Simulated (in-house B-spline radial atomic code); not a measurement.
**Eu³⁺: a fraction of an electron moved 5p → 5f**

How does the M06-2X energy of Eu³⁺ change when part of an electron is moved 5p → 5f?

Method: scalar-relativistic (spin-free one-electron X2C) M06-2X, spin-polarised, spherical fractional occupations, Fermi nucleus, basis-set limit. Code: in-house B-spline radial atomic code version 1.

## (1) The atom as given

| Property | Result |
| --- | --- |
| element | europium (Z = 63) |
| charge | +3 |
| electrons | 60 |
| configuration | [Xe] 4f6 |
| Hamiltonian | scalar-relativistic (X2C) |
| nucleus | Fermi, rms radius 5.112 fm |

The outer shells:

[Xe] 4f6
```
[Xe] core
4f [↑ ][↑ ][↑ ][↑ ][↑ ][↑ ][  ]
```

Where spins are not typed, each open shell is filled with up spins first.

## (2) The start, at fraction 0

Input settings:

```ini
Z = 63
electrons = 60.0
configuration = [Xe] 4f6
hamiltonian = x2c
method = m062x
spin_polarised = True
nucleus = fermi
rms_radius = 5.1115
mass_number = 153
atomic_mass = 152.921236789
speed_of_light = 137.035999084
```

From the run's result record (rounded, not every field):

```text
status: converged
warnings: ["states collapsed into the nucleus by a negative tau potential were left out of the aufbau"]
scf [iteration, energy, orbital gradient]:
  - [1, -10842.9059014, 0.236]
  - [2, -10842.924171, 0.00503]
  - [3, -10842.9244504, 0.00239]
  - [4, -10842.9244783, 0.00156]
  - [5, -10842.9244924, 0.000394]
  - [6, -10842.9244934, 9.45e-05]
  - [7, -10842.9244935, 2.36e-05]
  - [8, -10842.9244935, 9.64e-06]
  - [9, -10842.9244935, 9.07e-07]
  - [10, -10842.9244935, 7.6e-07]
  - [11, -10842.9244935, 1.24e-08]
energy [hartree]: {"total": -10842.9244935, "kinetic": 11794.175265, "nuclear": -26550.1255331, "coulomb": 4158.72323781, "exact_exchange": -129.893229526, "xc": -115.804233613}
orbitals [hartree, bohr; first row names the columns]:
  - ["name", "occ", "eps", "<r>", "<r^2>", "<1/r>", "r_max"]
  - ["1s up", 1.0, -1783.5605, 0.021618, 0.00064624, 75.164, 0.013351]
  - ["1s down", 1.0, -1783.5599, 0.021618, 0.00064624, 75.164, 0.013351]
  - ["2s up", 1.0, -295.71584, 0.094517, 0.010608, 17.315, 0.080453]
  - ["2s down", 1.0, -295.71358, 0.094515, 0.010608, 17.315, 0.080453]
  - ["2p up", 3.0, -264.21584, 0.083487, 0.008526, 15.367, 0.064627]
  - ["2p down", 3.0, -264.2146, 0.083485, 0.0085254, 15.368, 0.064627]
  - ["3s up", 1.0, -66.83232, 0.24958, 0.071309, 6.2042, 0.22923]
  - ["3s down", 1.0, -66.721143, 0.24924, 0.071107, 6.2143, 0.22915]
  - ["3p up", 3.0, -56.936536, 0.24769, 0.071221, 5.6682, 0.22436]
  - ["3p down", 3.0, -56.81643, 0.24726, 0.070964, 5.6783, 0.22424]
  - ["3d up", 5.0, -43.378026, 0.22598, 0.060072, 5.3308, 0.1834]
  - ["3d down", 5.0, -43.263226, 0.22537, 0.059704, 5.3418, 0.18314]
  - ["4s up", 1.0, -14.653296, 0.56652, 0.36272, 2.5708, 0.52767]
  - ["4s down", 1.0, -14.441639, 0.56609, 0.36186, 2.5678, 0.52711]
  - ["4p up", 3.0, -11.352331, 0.59889, 0.4085, 2.3249, 0.54956]
  - ["4p down", 3.0, -11.114792, 0.59803, 0.4069, 2.3234, 0.54885]
  - ["4d up", 5.0, -6.6479718, 0.65359, 0.49614, 2.0312, 0.57212]
  - ["4d down", 5.0, -6.3283532, 0.65247, 0.49382, 2.029, 0.57122]
  - ["5s up", 1.0, -2.9982249, 1.3416, 2.0187, 1.0015, 1.2182]
  - ["5s down", 1.0, -2.8330888, 1.37, 2.1069, 0.97394, 1.2322]
  - ["5p up", 3.0, -2.0806483, 1.5289, 2.6369, 0.86007, 1.366]
  - ["5p down", 3.0, -1.9591163, 1.5768, 2.8053, 0.82573, 1.385]
  - ["4f up", 6.0, -1.459519, 0.85958, 0.93977, 1.4996, 0.58439]
sum_r [bohr^k]: {"-1": 432.3987, "1": 33.41376, "2": 35.45286}
```

It took 0.52 s on 1 thread, shared host.

Meta-GGA runs start from a PBE run whose iterations are not counted.

## (3) 0.125 electron moved 5p → 5f

Changes to the settings of step 2:

```diff
@@ -2,3 +2,3 @@
 electrons = 60.0
-configuration = [Xe] 4f6
+configuration = [Kr] 4d10 4f6 5s2 5p5.875 5f0.125
 hamiltonian = x2c
```

From the record:

```text
status: converged
warnings: ["states collapsed into the nucleus by a negative tau potential were left out of the aufbau"]
iterations: 32
energy [hartree]: {"total": -10842.7222944, "kinetic": 11793.9648211, "nuclear": -26547.1231392, "coulomb": 4156.06752984, "exact_exchange": -129.84717227, "xc": -115.784333918}
orbitals [hartree, bohr; first row names the columns]:
  - ["name", "occ", "eps", "<r>"]
  - ["1s up", 1.0, -1783.6083, 0.021618]
  - ["1s down", 1.0, -1783.607, 0.021618]
  - ["2s up", 1.0, -295.76194, 0.094517]
  - ["2s down", 1.0, -295.7593, 0.094515]
  - ["2p up", 3.0, -264.26219, 0.083487]
  - ["2p down", 3.0, -264.26042, 0.083485]
  - ["3s up", 1.0, -66.877342, 0.24958]
  - ["3s down", 1.0, -66.765302, 0.24924]
  - ["3p up", 3.0, -56.981625, 0.24769]
  - ["3p down", 3.0, -56.860506, 0.24726]
  - ["3d up", 5.0, -43.423128, 0.22598]
  - ["3d down", 5.0, -43.307714, 0.22537]
  - ["4s up", 1.0, -14.698514, 0.56653]
  - ["4s down", 1.0, -14.485173, 0.56606]
  - ["4p up", 3.0, -11.397674, 0.5989]
  - ["4p down", 3.0, -11.158021, 0.598]
  - ["4d up", 5.0, -6.693442, 0.65359]
  - ["4d down", 5.0, -6.3715749, 0.65229]
  - ["4f up", 6.0, -1.5043882, 0.8572]
  - ["5s up", 1.0, -3.0405987, 1.3393]
  - ["5s down", 1.0, -2.8663281, 1.3685]
  - ["5p up", 3.0, -2.120008, 1.5231]
  - ["5p down", 2.875, -1.9834514, 1.5738]
  - ["5f up", 0.125, -0.36429652, 5.6545]
sum_r [bohr^k]: {"-1": 432.3511, "1": 33.87822, "2": 39.28728}
energy_minus_base [hartree]: 0.202199041
```

It took 2.1 s on 1 thread, shared host.

energy_minus_base is the energy less that of the reference run.

## (4) 0.25 electron moved 5p → 5f

Changes to the settings of step 3:

```diff
@@ -2,3 +2,3 @@
 electrons = 60.0
-configuration = [Kr] 4d10 4f6 5s2 5p5.875 5f0.125
+configuration = [Kr] 4d10 4f6 5s2 5p5.75 5f0.25
 hamiltonian = x2c
```

From the record:

```text
status: converged
warnings: ["states collapsed into the nucleus by a negative tau potential were left out of the aufbau"]
iterations: 57
energy [hartree]: {"total": -10842.519351, "kinetic": 11793.7564005, "nuclear": -26544.1332988, "coulomb": 4153.42737142, "exact_exchange": -129.803167303, "xc": -115.766656745}
orbitals [hartree, bohr; first row names the columns]:
  - ["name", "occ", "eps", "<r>"]
  - ["1s up", 1.0, -1783.6559, 0.021618]
  - ["1s down", 1.0, -1783.654, 0.021618]
  - ["2s up", 1.0, -295.80786, 0.094517]
  - ["2s down", 1.0, -295.80482, 0.094515]
  - ["2p up", 3.0, -264.30835, 0.083487]
  - ["2p down", 3.0, -264.30605, 0.083485]
  - ["3s up", 1.0, -66.922194, 0.24958]
  - ["3s down", 1.0, -66.80928, 0.24923]
  - ["3p up", 3.0, -57.026543, 0.24769]
  - ["3p down", 3.0, -56.904402, 0.24726]
  - ["3d up", 5.0, -43.468054, 0.22598]
  - ["3d down", 5.0, -43.352022, 0.22536]
  - ["4s up", 1.0, -14.743554, 0.56653]
  - ["4s down", 1.0, -14.528526, 0.56604]
  - ["4p up", 3.0, -11.442836, 0.5989]
  - ["4p down", 3.0, -11.201065, 0.59796]
  - ["4d up", 5.0, -6.7387227, 0.65359]
  - ["4d down", 5.0, -6.4146051, 0.6521]
  - ["4f up", 6.0, -1.5490553, 0.85489]
  - ["5s up", 1.0, -3.0827234, 1.3369]
  - ["5s down", 1.0, -2.8990795, 1.367]
  - ["5p up", 3.0, -2.1589964, 1.5172]
  - ["5p down", 2.75, -2.0073458, 1.5709]
  - ["5f up", 0.25, -0.37944336, 5.5696]
sum_r [bohr^k]: {"-1": 432.3037, "1": 34.32227, "2": 42.81375}
energy_minus_base [hartree]: 0.405142498
```

Run time: 2.8 s. Hardware: 1 thread, shared host.

## (5) 0.375 electron moved 5p → 5f

Changes to the settings of step 4:

```diff
@@ -2,3 +2,3 @@
 electrons = 60.0
-configuration = [Kr] 4d10 4f6 5s2 5p5.75 5f0.25
+configuration = [Kr] 4d10 4f6 5s2 5p5.625 5f0.375
 hamiltonian = x2c
```

From the record:

```text
status: converged
warnings: ["states collapsed into the nucleus by a negative tau potential were left out of the aufbau"]
iterations: 48
energy [hartree]: {"total": -10842.3152674, "kinetic": 11793.5457293, "nuclear": -26541.1440065, "coulomb": 4150.79426983, "exact_exchange": -129.760948058, "xc": -115.750311937}
orbitals [hartree, bohr; first row names the columns]:
  - ["name", "occ", "eps", "<r>"]
  - ["1s up", 1.0, -1783.7035, 0.021618]
  - ["1s down", 1.0, -1783.7009, 0.021618]
  - ["2s up", 1.0, -295.85376, 0.094517]
  - ["2s down", 1.0, -295.85033, 0.094515]
  - ["2p up", 3.0, -264.3545, 0.083487]
  - ["2p down", 3.0, -264.35166, 0.083485]
  - ["3s up", 1.0, -66.967032, 0.24958]
  - ["3s down", 1.0, -66.853238, 0.24923]
  - ["3p up", 3.0, -57.071446, 0.24769]
  - ["3p down", 3.0, -56.948275, 0.24726]
  - ["3d up", 5.0, -43.512963, 0.22598]
  - ["3d down", 5.0, -43.396312, 0.22536]
  - ["4s up", 1.0, -14.788556, 0.56654]
  - ["4s down", 1.0, -14.571851, 0.56601]
  - ["4p up", 3.0, -11.487956, 0.59891]
  - ["4p down", 3.0, -11.244079, 0.59792]
  - ["4d up", 5.0, -6.7839505, 0.65359]
  - ["4d down", 5.0, -6.4575992, 0.6519]
  - ["4f up", 6.0, -1.5936458, 0.8527]
  - ["5s up", 1.0, -3.1246455, 1.3345]
  - ["5s down", 1.0, -2.9313671, 1.3655]
  - ["5p up", 3.0, -2.1977249, 1.5114]
  - ["5p down", 2.625, -2.030829, 1.5681]
  - ["5f up", 0.375, -0.39292927, 5.4988]
sum_r [bohr^k]: {"-1": 432.2563, "1": 34.75249, "2": 46.15345}
energy_minus_base [hartree]: 0.609226102
```

Wall time 2.8 s (1 thread, shared host).

## (6) 0.5 electron moved 5p → 5f

Changes to the settings of step 5:

```diff
@@ -2,3 +2,3 @@
 electrons = 60.0
-configuration = [Kr] 4d10 4f6 5s2 5p5.625 5f0.375
+configuration = [Kr] 4d10 4f6 5s2 5p5.5 5f0.5
 hamiltonian = x2c
```

From the record:

```text
status: converged
warnings: ["states collapsed into the nucleus by a negative tau potential were left out of the aufbau"]
iterations: 43
energy [hartree]: {"total": -10842.1097775, "kinetic": 11793.3272884, "nuclear": -26538.1550605, "coulomb": 4148.17209895, "exact_exchange": -129.720241872, "xc": -115.733862443}
orbitals [hartree, bohr; first row names the columns]:
  - ["name", "occ", "eps", "<r>"]
  - ["1s up", 1.0, -1783.7511, 0.021618]
  - ["1s down", 1.0, -1783.7478, 0.021618]
  - ["2s up", 1.0, -295.89962, 0.094517]
  - ["2s down", 1.0, -295.89579, 0.094515]
  - ["2p up", 3.0, -264.40061, 0.083487]
  - ["2p down", 3.0, -264.39722, 0.083485]
  - ["3s up", 1.0, -67.011809, 0.24958]
  - ["3s down", 1.0, -66.89713, 0.24923]
  - ["3p up", 3.0, -57.116288, 0.24769]
  - ["3p down", 3.0, -56.992084, 0.24726]
  - ["3d up", 5.0, -43.557814, 0.22598]
  - ["3d down", 5.0, -43.440541, 0.22536]
  - ["4s up", 1.0, -14.833454, 0.56654]
  - ["4s down", 1.0, -14.615091, 0.56599]
  - ["4p up", 3.0, -11.532963, 0.59891]
  - ["4p down", 3.0, -11.287007, 0.59788]
  - ["4d up", 5.0, -6.8290519, 0.65359]
  - ["4d down", 5.0, -6.5005044, 0.65169]
  - ["4f up", 6.0, -1.6380734, 0.85063]
  - ["5s up", 1.0, -3.166245, 1.3321]
  - ["5s down", 1.0, -2.9629729, 1.3641]
  - ["5p up", 3.0, -2.2361795, 1.506]
  - ["5p down", 2.5, -2.0536988, 1.5655]
  - ["5f up", 0.5, -0.40352741, 5.4218]
sum_r [bohr^k]: {"-1": 432.2089, "1": 35.16527, "2": 49.28649}
energy_minus_base [hartree]: 0.814716001
```

Wall time 2.1 s (1 thread, shared host).

## (7) 0.625 electron moved 5p → 5f

Changes to the settings of step 6:

```diff
@@ -2,3 +2,3 @@
 electrons = 60.0
-configuration = [Kr] 4d10 4f6 5s2 5p5.5 5f0.5
+configuration = [Kr] 4d10 4f6 5s2 5p5.375 5f0.625
 hamiltonian = x2c
```

From the record:

```text
status: converged
warnings: ["states collapsed into the nucleus by a negative tau potential were left out of the aufbau"]
iterations: 30
energy [hartree]: {"total": -10841.9027072, "kinetic": 11793.1026153, "nuclear": -26535.1881517, "coulomb": 4145.58097402, "exact_exchange": -129.681227603, "xc": -115.716917206}
orbitals [hartree, bohr; first row names the columns]:
  - ["name", "occ", "eps", "<r>"]
  - ["1s up", 1.0, -1783.7983, 0.021618]
  - ["1s down", 1.0, -1783.7944, 0.021618]
  - ["2s up", 1.0, -295.94509, 0.094517]
  - ["2s down", 1.0, -295.94086, 0.094514]
  - ["2p up", 3.0, -264.44634, 0.083486]
  - ["2p down", 3.0, -264.4424, 0.083485]
  - ["3s up", 1.0, -67.056173, 0.24958]
  - ["3s down", 1.0, -66.940604, 0.24923]
  - ["3p up", 3.0, -57.160717, 0.24769]
  - ["3p down", 3.0, -57.035473, 0.24726]
  - ["3d up", 5.0, -43.602256, 0.22598]
  - ["3d down", 5.0, -43.484357, 0.22536]
  - ["4s up", 1.0, -14.877906, 0.56654]
  - ["4s down", 1.0, -14.657901, 0.56596]
  - ["4p up", 3.0, -11.577517, 0.59892]
  - ["4p down", 3.0, -11.329507, 0.59784]
  - ["4d up", 5.0, -6.8736898, 0.65358]
  - ["4d down", 5.0, -6.5429884, 0.65147]
  - ["4f up", 6.0, -1.682013, 0.84867]
  - ["5s up", 1.0, -3.2072411, 1.3297]
  - ["5s down", 1.0, -2.9935208, 1.3627]
  - ["5p up", 3.0, -2.2740834, 1.501]
  - ["5p down", 2.375, -2.075607, 1.5631]
  - ["5f up", 0.625, -0.4127331, 5.3359]
sum_r [bohr^k]: {"-1": 432.1619, "1": 35.55595, "2": 52.17002}
energy_minus_base [hartree]: 1.02178627
```

It took 2.4 s on 1 thread, shared host.

## (8) 0.75 electron moved 5p → 5f

Changes to the settings of step 7:

```diff
@@ -2,3 +2,3 @@
 electrons = 60.0
-configuration = [Kr] 4d10 4f6 5s2 5p5.375 5f0.625
+configuration = [Kr] 4d10 4f6 5s2 5p5.25 5f0.75
 hamiltonian = x2c
```

From the record:

```text
status: converged
warnings: ["states collapsed into the nucleus by a negative tau potential were left out of the aufbau"]
iterations: 36
energy [hartree]: {"total": -10841.6941061, "kinetic": 11792.8750316, "nuclear": -26532.2753311, "coulomb": 4143.04982034, "exact_exchange": -129.644134683, "xc": -115.699492329}
orbitals [hartree, bohr; first row names the columns]:
  - ["name", "occ", "eps", "<r>"]
  - ["1s up", 1.0, -1783.8446, 0.021618]
  - ["1s down", 1.0, -1783.8401, 0.021618]
  - ["2s up", 1.0, -295.98967, 0.094516]
  - ["2s down", 1.0, -295.98504, 0.094514]
  - ["2p up", 3.0, -264.49118, 0.083486]
  - ["2p down", 3.0, -264.48669, 0.083485]
  - ["3s up", 1.0, -67.09962, 0.24958]
  - ["3s down", 1.0, -66.983153, 0.24923]
  - ["3p up", 3.0, -57.204231, 0.24769]
  - ["3p down", 3.0, -57.077936, 0.24726]
  - ["3d up", 5.0, -43.645785, 0.22598]
  - ["3d down", 5.0, -43.527252, 0.22535]
  - ["4s up", 1.0, -14.92142, 0.56655]
  - ["4s down", 1.0, -14.699784, 0.56594]
  - ["4p up", 3.0, -11.621129, 0.59892]
  - ["4p down", 3.0, -11.371088, 0.59779]
  - ["4d up", 5.0, -6.9173799, 0.65357]
  - ["4d down", 5.0, -6.5845703, 0.65125]
  - ["4f up", 6.0, -1.7249935, 0.84677]
  - ["5s up", 1.0, -3.247202, 1.3274]
  - ["5s down", 1.0, -3.0224966, 1.3613]
  - ["5p up", 3.0, -2.3109778, 1.4961]
  - ["5p down", 2.25, -2.0960707, 1.5609]
  - ["5f up", 0.75, -0.4216231, 5.2358]
sum_r [bohr^k]: {"-1": 432.1157, "1": 35.91665, "2": 54.72422}
energy_minus_base [hartree]: 1.23038735
```

Run time: 2.2 s. Hardware: 1 thread, shared host.

## (9) 0.875 electron moved 5p → 5f

Changes to the settings of step 8:

```diff
@@ -2,3 +2,3 @@
 electrons = 60.0
-configuration = [Kr] 4d10 4f6 5s2 5p5.25 5f0.75
+configuration = [Kr] 4d10 4f6 5s2 5p5.125 5f0.875
 hamiltonian = x2c
```

From the record:

```text
status: converged
warnings: ["states collapsed into the nucleus by a negative tau potential were left out of the aufbau"]
iterations: 34
energy [hartree]: {"total": -10841.4842026, "kinetic": 11792.6491455, "nuclear": -26529.4804661, "coulomb": 4140.63784058, "exact_exchange": -129.609192159, "xc": -115.681530364}
orbitals [hartree, bohr; first row names the columns]:
  - ["name", "occ", "eps", "<r>"]
  - ["1s up", 1.0, -1783.8891, 0.021618]
  - ["1s down", 1.0, -1783.8839, 0.021618]
  - ["2s up", 1.0, -296.03235, 0.094516]
  - ["2s down", 1.0, -296.0273, 0.094514]
  - ["2p up", 3.0, -264.53412, 0.083486]
  - ["2p down", 3.0, -264.52907, 0.083485]
  - ["3s up", 1.0, -67.141135, 0.24958]
  - ["3s down", 1.0, -67.023754, 0.24923]
  - ["3p up", 3.0, -57.245813, 0.24769]
  - ["3p down", 3.0, -57.11845, 0.24726]
  - ["3d up", 5.0, -43.687386, 0.22598]
  - ["3d down", 5.0, -43.568205, 0.22535]
  - ["4s up", 1.0, -14.962996, 0.56655]
  - ["4s down", 1.0, -14.739732, 0.56591]
  - ["4p up", 3.0, -11.662803, 0.59892]
  - ["4p down", 3.0, -11.410747, 0.59775]
  - ["4d up", 5.0, -6.9591292, 0.65355]
  - ["4d down", 5.0, -6.6242598, 0.65103]
  - ["4f up", 6.0, -1.7660344, 0.84492]
  - ["5s up", 1.0, -3.2851721, 1.325]
  - ["5s down", 1.0, -3.0488641, 1.36]
  - ["5p up", 3.0, -2.3458793, 1.4913]
  - ["5p down", 2.125, -2.1141017, 1.5591]
  - ["5f up", 0.875, -0.43073994, 5.1047]
sum_r [bohr^k]: {"-1": 432.0713, "1": 36.22712, "2": 56.73893}
energy_minus_base [hartree]: 1.44029084
```

It took 2.9 s on 1 thread, shared host.

## (10) 1 electron moved 5p → 5f

Changes to the settings of step 9:

```diff
@@ -2,3 +2,3 @@
 electrons = 60.0
-configuration = [Kr] 4d10 4f6 5s2 5p5.125 5f0.875
+configuration = [Kr] 4d10 4f6 5s2 5p5 5f1
 hamiltonian = x2c
```

From the record:

```text
status: converged
warnings: ["states collapsed into the nucleus by a negative tau potential were left out of the aufbau"]
iterations: 19
energy [hartree]: {"total": -10841.2735765, "kinetic": 11792.4437191, "nuclear": -26527.1050209, "coulomb": 4138.62813775, "exact_exchange": -129.577101786, "xc": -115.663310644}
orbitals [hartree, bohr; first row names the columns]:
  - ["name", "occ", "eps", "<r>"]
  - ["1s up", 1.0, -1783.927, 0.021618]
  - ["1s down", 1.0, -1783.9211, 0.021618]
  - ["2s up", 1.0, -296.06831, 0.094516]
  - ["2s down", 1.0, -296.06284, 0.094514]
  - ["2p up", 3.0, -264.57036, 0.083486]
  - ["2p down", 3.0, -264.56472, 0.083484]
  - ["3s up", 1.0, -67.175883, 0.24958]
  - ["3s down", 1.0, -67.05755, 0.24923]
  - ["3p up", 3.0, -57.280631, 0.24769]
  - ["3p down", 3.0, -57.152161, 0.24726]
  - ["3d up", 5.0, -43.722229, 0.22598]
  - ["3d down", 5.0, -43.602368, 0.22535]
  - ["4s up", 1.0, -14.997863, 0.56655]
  - ["4s down", 1.0, -14.772939, 0.56589]
  - ["4p up", 3.0, -11.697779, 0.59892]
  - ["4p down", 3.0, -11.443692, 0.59771]
  - ["4d up", 5.0, -6.9941985, 0.65354]
  - ["4d down", 5.0, -6.6572904, 0.65081]
  - ["4f up", 6.0, -1.8004368, 0.84313]
  - ["5s up", 1.0, -3.3165043, 1.3226]
  - ["5s down", 1.0, -3.0678982, 1.3589]
  - ["5p up", 3.0, -2.3740713, 1.4866]
  - ["5p down", 2.0, -2.1251647, 1.5581]
  - ["5f up", 1.0, -0.43989184, 4.8535]
sum_r [bohr^k]: {"-1": 432.0337, "1": 36.38735, "2": 57.18613}
energy_minus_base [hartree]: 1.65091699
```

Wall time 1.3 s (1 thread, shared host).

## (11) Energy against the fraction

| fraction | energy change (eV) | less the straight line (eV) | level 5p down (eV) | level 5f up (eV) | sum of <r²> (bohr²) |
| --- | --- | --- | --- | --- | --- |
| 0 | 0.0000 | 0.0000 | -53.310 | empty | 35.453 |
| 0.125 | 5.5021 | -0.1134 | -53.972 | -9.913 | 39.287 |
| 0.25 | 11.0245 | -0.2064 | -54.623 | -10.325 | 42.814 |
| 0.375 | 16.5779 | -0.2685 | -55.262 | -10.692 | 46.153 |
| 0.5 | 22.1696 | -0.2923 | -55.884 | -10.981 | 49.286 |
| 0.625 | 27.8042 | -0.2731 | -56.480 | -11.231 | 52.170 |
| 0.75 | 33.4805 | -0.2123 | -57.037 | -11.473 | 54.724 |
| 0.875 | 39.1923 | -0.1160 | -57.528 | -11.721 | 56.739 |
| 1 | 44.9237 | 0.0000 | -57.829 | -11.970 | 57.186 |

**Reading.** From fraction 0 to 1 the energy changes by 44.924 eV. It sags under the straight line by up to 0.29 eV (at 0.5). Slater's transition state, the slope from the orbital energies at fraction 0.5 (Janak's theorem), gives 44.903 eV for the whole step. Here exact exchange is taken at spherical fractional occupations, which leaves self-interaction in open p, d and f shells; that spoils the energies somewhat, at whole numbers too.
